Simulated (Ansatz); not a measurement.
# Ni in Ansatz: reference runs

How does Ni come out in PBE? The cell is run as given.

Program: Ansatz 0.2.0. These are calculated values, not measurements. Logs are shortened: lines on timing, memory, paths and dates and some standing lists are left out, and cuts for length are marked.

## 1. Starting point

The cell holds a sheet with vacuum, 1 atom: a = 2.259 Å, b = 2.259 Å, c = 23.800 Å, α = 90.00°, β = 90.00°, γ = 90.00°.

The cell was built by a generator and needn't be a form met in nature.

## 2. Single point, PBE, collinear spin, ferromagnetic start

Contents of input.yaml:

```yaml
crystal:
  lattice:
    - [2.25911, 0.0, 0.0]
    - [0.0, 2.25911, 0.0]
    - [0.0, 0.0, 23.8]
  atoms:
    - { symbol: Ni, position: [0.5, 0.5, 0.29412], spin: 1.0 }
kpoints:
  mp_grid: { grid: [12, 12, 1] }
scf:
  occupations: { method: fermi_dirac, width: 0.05 }
hamiltonian:
  xc: pbe
  pseudopotentials: { kind: all_electron, lapw: { basis_error: 0.001 } }
magnetization:
  spin_polarized: true
output:
  forces: true
  stress: true
  eigenvalues: true
  populations: true
```

Potentials or basis: all-electron LAPW, scalar-relativistic.

The run is started by

```bash
$ ansatz run input.yaml --threads 2 --pin off --max-ram 8192MiB --backend cpu --events-out ev --progress --plain --runs-dir out
```

Output:

```text
Warning: RAYON_NUM_THREADS=2 ignored (pool sized by the plan → 2); use --threads N
Ni: projections on atomic orbitals take those of the free atom 1s2 2s2 2p6 3s2 3p6 3d8 4s2, of charge +0.00 (hamiltonian.pseudopotentials.projection_atoms)
LAPW: plane waves up to 10.103 Å⁻¹, error target 1.0e-3 eV per atom; small_component_spin mean_spin; Ni in spheres of 1.130 Å, 18 of its electrons in bands, Dirac shells [] (how accurate: hamiltonian.pseudopotentials.lapw.basis_error, Limitations)
Engine: ansatz 0.2.0, x86_64-unknown-linux-gnu
Pseudopotentials: kind: all_electron
Pseudopotential: Ni, LAPW, valence charge 18, lapw/all_electron/scalar/gaussian/Ni, Koelling and Harmon's equation, gaussian nucleus
Functional definition: PBE
  parameter kappa = 0.804
  parameter beta = 0.06672455060314922
  exchange = pbe_x(kappa = kappa, mu = beta*pi^2/3)
  correlation = pbe_c(beta = beta)
Crystal: 1 atoms, lattice volume = 121.465 Å³
Basis set: ecut = 388.8642538391651 eV, 2129 PW (Γ), exchange–correlation at level 2
Bands: 14, of which v1, the nominal top of the filled ones, is band 9 counted from 1 (8 counted from 0)
Symmetry: 16 space group operations
Space group: P4/mmm (ITA 123), of the structure as read, at distance tolerance 5.0e-5 Å
Magnetic group: BNS 123.339 (UNI 999), of the structure as read, at distance tolerance 5.0e-5 Å
k-points: 28 of 144
Non-local potential: Ni, projectors of the file, none
Initial density: superposition of atomic densities (neutral atoms: chi_scale 0, normalization atom)
Starting moments: Σ|m| = 1 μB on 1 of 1 site
Initial wavefunctions: plane waves of lowest kinetic energy (no species holds an atomic orbital)
Functional: x = pbe(κ = 0.804, μ = 0.2195149727645171), c = pbe(β = 0.06672455060314922)
iter 1 solved again at ethr=3.38e-3 eV; its pass at ethr=1.00e-1 eV (dr2=6.08e-1 eV) is discarded
SCF iter   1: F=—  HF=-41381.378987 eV  |F-HF|=—  |Δ(HF+E_count)|=         —  Δρ=7.42e-3 (↑6.16e-3 ↓7.42e-3)  dr2=6.06e-1  dr2_m=2.24e-3  M=0.926 μB ∫|m|=0.948 μB  β_m=0.30  ethr=3.38e-3  ⟨swp⟩=3.0  Hψ=5353  notcnv=0
Mixer restart at iter 1: flushing history
preconditioner: auto → LDOS  [metal: Δε(μ)=0.050 eV  Ē_g=10.064 eV  σ=0.050 eV  W_gap=0.23  n_scr=14 (ndim 8)  ℏωp=10.7 eV  f_vac=0.806  D(μ)=2.20/eV (n_scr^D=12)]
spin=Collinear: LDOS preconditioning applied to the charge; magnetization (m = ρ↑ − ρ↓) channel mixes plain (no charge-response kernel on spin).
SCF iter   2: F=—  HF=-41381.320917 eV  |F-HF|=—  |Δ(HF+E_count)|=   5.81e-2  Δρ=5.71e-3 (↑5.06e-3 ↓5.71e-3)  dr2=3.65e-1  dr2_m=1.05e-3  M=0.916 μB ∫|m|=0.947 μB  β_m=0.65  ethr=3.37e-3  ⟨swp⟩=2.2  Hψ=2302  notcnv=0  defer=4
iter 3 solved again at ethr=6.50e-5 eV; its pass at ethr=2.03e-3 eV (dr2=1.17e-2 eV) is discarded
SCF iter   3: F=—  HF=-41381.323021 eV  |F-HF|=—  |Δ(HF+E_count)|=   2.10e-3  Δρ=1.86e-3 (↑1.44e-3 ↓1.86e-3)  dr2=1.16e-2  dr2_m=2.19e-4  M=0.879 μB ∫|m|=0.948 μB  β_m=0.72  ethr=6.50e-5  ⟨swp⟩=2.5  Hψ=4294  notcnv=0  defer=8
SCF iter   4: F=—  HF=-41381.338243 eV  |F-HF|=—  |Δ(HF+E_count)|=         —  Δρ=5.33e-4 (↑4.03e-4 ↓5.33e-4)  dr2=4.64e-4  dr2_m=6.83e-5  M=0.878 μB ∫|m|=0.958 μB  β_m=0.74  ethr=6.43e-5  ⟨swp⟩=3.0  Hψ=2505  notcnv=0  defer=2
the basis was enlarged: its passes take 558.0 KiB over the memory plan, 2 of 2 planned eigensolver slots
SCF iter   5: F=—  HF=-41381.339381 eV  |F-HF|=—  |Δ(HF+E_count)|=   1.14e-3  Δρ=2.29e-4 (↑1.59e-4 ↓2.29e-4)  dr2=1.06e-4  dr2_m=1.19e-5  M=0.876 μB ∫|m|=0.956 μB  β_m=0.76  ethr=2.58e-6  ⟨swp⟩=3.0  Hψ=2446  notcnv=0
SCF iter   6: F=—  HF=-41381.339693 eV  |F-HF|=—  |Δ(HF+E_count)|=   3.12e-4  Δρ=4.06e-5 (↑3.21e-5 ↓4.06e-5)  dr2=2.12e-6  dr2_m=9.79e-7  M=0.876 μB ∫|m|=0.958 μB  β_m=0.88  ethr=5.88e-7  ⟨swp⟩=2.9  Hψ=2199  notcnv=0
SCF iter   7: F=—  HF=-41381.339707 eV  |F-HF|=—  |Δ(HF+E_count)|=   1.44e-5  Δρ=1.30e-5 (↑5.69e-6 ↓1.30e-5)  dr2=3.69e-7  dr2_m=3.63e-8  M=0.877 μB ∫|m|=0.958 μB  β_m=0.94  ethr=1.18e-8  ⟨swp⟩=3.0  Hψ=2330  notcnv=0  defer=1
SCF iter   8: F=—  HF=-41381.339708 eV  |F-HF|=—  |Δ(HF+E_count)|=   9.18e-7  Δρ=2.72e-6 (↑6.62e-7 ↓2.72e-6)  dr2=5.45e-9  dr2_m=1.66e-9  M=0.877 μB ∫|m|=0.958 μB  β_m=0.97  ethr=2.05e-9  ⟨swp⟩=3.0  Hψ=2249  notcnv=0  defer=1
SCF iter   9: F=—  HF=-41381.339708 eV  |F-HF|=—  |Δ(HF+E_count)|=   8.23e-8  Δρ=6.71e-7 (↑6.01e-7 ↓6.71e-7)  dr2=3.24e-9  dr2_m=2.64e-11  M=0.877 μB ∫|m|=0.958 μB  β_m=0.99  ethr=3.03e-11  ⟨swp⟩=3.1  Hψ=2375  notcnv=0
SCF iter  10: F=-41381.339708 eV  HF=-41381.339708 eV  |F-HF|=1.53e-10  |Δ(HF+E_count)|=   3.14e-9  Δρ=2.02e-7 (↑1.18e-7 ↓2.02e-7)  dr2=9.07e-11  dr2_m=1.19e-11  M=0.877 μB ∫|m|=0.958 μB  ethr=1.80e-11  ⟨swp⟩=2.9  Hψ=2198  notcnv=0
SCF 1 converged in 10 iterations: F = -41381.339708 eV  dr2 = 9.07e-11
SCF converged after 10 iterations
Magnetization: 0.8769 μB (9.4384 up, 8.5616 down)
Absolute magnetization: 0.9584 μB (∫|ρ↑−ρ↓|)
Spin contamination: 0.0130 ħ² per cell (⟨S²⟩ above its minimum at these occupations)
Per-site moments (μB) at R_I (Å): [(0.9162167287629206, 1.1295549831683165)]
Free energy (F): -41381.339708 eV
Harris-Foulkes:  -41381.339708 eV  (|F-HF|=1.53e-10)
Internal energy: -41381.323124 eV  (E = F + TS)
E sigma→0 (E₀):  -41381.331416 eV
Entropy (-TS):   -0.016584 eV (-16.584 meV/atom)
Fermi energy:    -3.085891 eV
--- Per-component energies (eV) ---
  E_band       = -659.817234
  E_kinetic    = 42044.368321
  E_xc         = -1729.554945
  E_electrostatic = -81696.136500  (all electrons and nuclei)
  E_smearing   = -0.016584  (= −TS)
  E_closure    = 0.000000  (closes the sum)
  E_atoms      = -41375.755904  (free atoms, spherical and without spin; not in F)
  Σ components = -41381.339708   (vs F -41381.339708, Δ=0.00e0)
  Basis errors (estimates in eV, not in F): energy 5.2e-4 per atom: plane waves 4.7e-4 (2.8e-4 summed), levels above the bands 5.1e-56, relativity 4.2e-8, radial functions 5.0e-5, core shells 5.3e-9; eigenvalues (radial functions only) 6.7e-7; not estimated: angular momenta, meshes, grids; target (lapw.basis_error) 1.0e-3; muffin-tin radii Ni 1.130 Å
--- Forces (eV/Å), atoms counted from 1 ---
  atom   1  Ni     0.00000000     0.00000000     0.00000000
  max |Σ_I F_I| component: 4.44e-31 eV/Å
--- Stress (GPa, compression-positive) ---
        0.017009       0.000000       0.000000
        0.000000       0.017009       0.000000
        0.000000       0.000000       0.000000
  P = ⅓ Tr σ = 0.0113 GPa (0.113 kbar)
--- Band table (eV; the first three rows and the last of 56) ---
  k-point 0 ↑: bands = ["-106.6022", "-67.0054", "-67.0054", "-66.6107", "-9.0342", "-6.9551", "-5.0973", "-3.9564", "-3.9564", "-3.7388", "-2.3394", "1.7791", "2.2428", "2.3520"]
  k-point 1 ↑: bands = ["-106.5996", "-67.0266", "-67.0036", "-66.6086", "-8.8089", "-6.8618", "-5.0349", "-4.2540", "-3.9455", "-3.8175", "-1.9308", "1.9751", "2.4530", "2.5546"]
  k-point 2 ↑: bands = ["-106.5924", "-67.0845", "-66.9988", "-66.6027", "-8.1901", "-6.5553", "-4.8584", "-4.7968", "-4.0279", "-3.9155", "-1.0257", "2.5634", "3.0798", "3.1627"]
  k-point 27 ↓: bands = ["-105.4206", "-66.1731", "-66.1731", "-65.5582", "-6.6316", "-4.4331", "-4.4331", "-3.0917", "-1.8756", "5.3294", "5.3294", "10.5202", "11.4248", "11.9977"]
--- Löwdin populations: 1 site ---
  site symbol       q [e]    m [muB]
     0     Ni     27.8396     0.9171
  spilling = 0.005729 (of n_electrons = 28.000000)
```

It took 11 s on 2 threads of Intel Xeon 6975P-C (Granite Rapids), shared host; peak memory 0.69 GiB.

Results:

```yaml
Free_energy: -41381.3397 eV
Band_gap_on_the_k_mesh: none (metal or under the smearing width)
Net_moment: 0.88 μB per cell
Absolute_moment: 0.96 μB per cell
Site_moments: Ni +0.92 μB
```
